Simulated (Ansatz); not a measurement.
# Hf: the cost of one run

Program: Ansatz 0.2.0. Level of theory: DFT HSE06, scalar-relativistic, plane waves, PAW (the target; the first runs use scalar-relativistic PBE). These are calculated values, not measurements.

## (1) The system as given

Symmetry: P6_3/mmc, No. 194, hexagonal system. Conventional cell: a = 3.200 Å, b = 3.200 Å, c = 5.062 Å, α = 90.00°, β = 90.00°, γ = 120.00°. Hf (site symmetry -6m2) is surrounded by 12 Hf at 3.13 to 3.20 Å.

Coordinates:

```
CELL_PARAMETERS angstrom
3.20000 0.00000 0.00000
-1.60000 2.77128 0.00000
0.00000 0.00000 5.06240
ATOMIC_POSITIONS crystal
Hf 0.33333 0.66667 0.75000
Hf 0.66667 0.33333 0.25000
```

## (2) Relaxing cell and atoms (PBE, 8×8×4 mesh)

File input.yaml:

```yaml
crystal:
  lattice:
    - [3.2, 0.0, 0.0]
    - [-1.6, 2.7712812921, 0.0]
    - [0.0, 0.0, 5.0624]
  atoms:
    - { symbol: Hf, position: [0.3333333333, 0.6666666667, 0.75] }
    - { symbol: Hf, position: [0.6666666667, 0.3333333333, 0.25] }
basis:
  ecutwfc: 420
  ecutrho_ratio: 4
kpoints:
  mp_grid: { grid: [8, 8, 4] }
hamiltonian:
  xc: pbe
scf:
  occupations: { method: gaussian, width: 0.05 }
output:
  forces: true
  stress: true
  eigenvalues: true
relax:
  f_tol: 0.03
  max_steps: 60
  cell: { stress_tol: 0.3 }
```

What time and memory should one allow on 4 threads of an x86-64 CPU, shared host?

About 2.3 s, with a peak of 0.47 GiB.
